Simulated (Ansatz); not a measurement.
# MoH3: the cost of one run

Computed with Ansatz 0.2.0 (DFT PBE, scalar-relativistic, plane waves, PAW, unless a step's input says otherwise).

## (1) Starting point

The structure is orthorhombic, space group Cmmm (No. 65). The conventional cell has a = 2.748 Å, b = 3.848 Å, c = 7.864 Å, α = 90.00°, β = 90.00°, γ = 90.00°. H (site symmetry mm2) has 6 H at 2.36 to 2.38 Å and 2 Mo at 2.42 Å as nearest neighbours. H (site symmetry mmm) is surrounded by 8 H at 2.36 to 2.38 Å. Mo (site symmetry mmm) has 4 Mo at 2.36 Å and 4 H at 2.42 Å as nearest neighbours.

As a file:

```xyz
4
Lattice="1.3740 -1.9242 0.0000 1.3740 1.9242 0.0000 0.0000 0.0000 7.8637" Properties=species:S:1:pos:R:3 pbc="T T T"
H     1.3740    0.0000    5.8719
H     0.0000    0.0000    3.9318
H     1.3740    0.0000    1.9918
Mo    0.0000    0.0000    0.0000
```

The cell is invented: species swapped into a database cell of Fe3Cu (Cmmm, No. 65), with H on the Fe sites and Mo on the Cu sites. Its size is a rough estimate.

## (2) Probe: one point on a coarse mesh

input.yaml

```yaml
crystal:
  lattice:
    - [1.37401143, -1.9242067, 0.0]
    - [1.37401143, 1.9242067, 0.0]
    - [0.0, 0.0, 7.86368944]
  atoms:
    - { symbol: H, position: [0.5, 0.5, 0.74670601] }
    - { symbol: H, position: [0.0, 0.0, 0.5] }
    - { symbol: H, position: [0.5, 0.5, 0.25329399] }
    - { symbol: Mo, position: [0.0, 0.0, 0.0] }
basis:
  ecutwfc: 420
kpoints:
  mp_grid: { grid: [8, 8, 2] }
hamiltonian:
  xc: pbe
scf:
  occupations: { method: gaussian, width: 0.1 }
  lower_state_search: "off"
output:
  forces: true
  stress: true
  eigenvalues: true
```

Run with:

```bash
> ansatz run input.yaml --threads 1 --pin off --max-ram 2560MiB --backend cpu --events-out ev --progress --plain --runs-dir out
```

What time and memory should one allow on 1 thread of Intel Xeon at 2.70GHz, shared host?

About 2.1 s, with a peak of 0.32 GiB.
